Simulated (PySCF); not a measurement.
# Pb4 (Pb4): the cost of one run

The runs use PySCF 2.14.0; TPSS, Pb def2-SVP with ECP60; scalar-relativistic core potentials, no spin–orbit coupling.

2 further runs of the same task are left out: 2 for a known fault of the program.

## Step 1: The starting structure

4 atoms, charge 0, spin multiplicity 1.

Bond lengths: Pb1–Pb2 3.162 Å, Pb1–Pb3 2.992 Å, Pb1–Pb4 2.992 Å, Pb2–Pb3 2.992 Å, Pb2–Pb4 2.992 Å. Angles: Pb2–Pb1–Pb3 58.1°, Pb2–Pb1–Pb4 58.1°, Pb3–Pb1–Pb4 116.2°, Pb1–Pb2–Pb3 58.1°, Pb1–Pb2–Pb4 58.1°, Pb3–Pb2–Pb4 116.2°, Pb1–Pb3–Pb2 63.8°, Pb1–Pb4–Pb2 63.8°.

Geometry (Å):

```csv
atom,x (Å),y (Å),z (Å)
Pb1,1.58105,0.00000,0.00000
Pb2,-1.58105,0.00000,0.00000
Pb3,0.00000,2.53962,0.00000
Pb4,0.00000,-2.53962,0.00000
```

An earlier session relaxed this geometry at TPSS, Pb def2-SVP with ECP60 (singlet, point group D2h).

Its energy there is -771.395524 Eh.

## Step 2: Multiplicity 3 at the relaxed geometry

run.py (the lines that set the calculation)

```python
mol = gto.M(atom='''
Pb     1.58105     0.00000     0.00000
Pb    -1.58105     0.00000     0.00000
Pb     0.00000     2.53962     0.00000
Pb     0.00000    -2.53962     0.00000''',
    basis={'Pb': 'def2-SVP'},
    ecp={'Pb': 'def2-SVP'},
    charge=0, spin=2)
mf = dft.UKS(mol, xc='TPSS')
mf.grids.atom_grid = (50, 194)
mf = mf.density_fit()  # fitting sets: Pb def2-universal-JKFIT
mf.conv_tol = 1e-08; mf.max_cycle = 55
mf.kernel(dm0)  # dm0: free metal ions and neutral atoms
```

Command:

```sh
$ OMP_NUM_THREADS=4 python run.py
```

**Question.** How long does this run take on 4 threads of Arm Neoverse V1, shared host?

About 3.1 s.
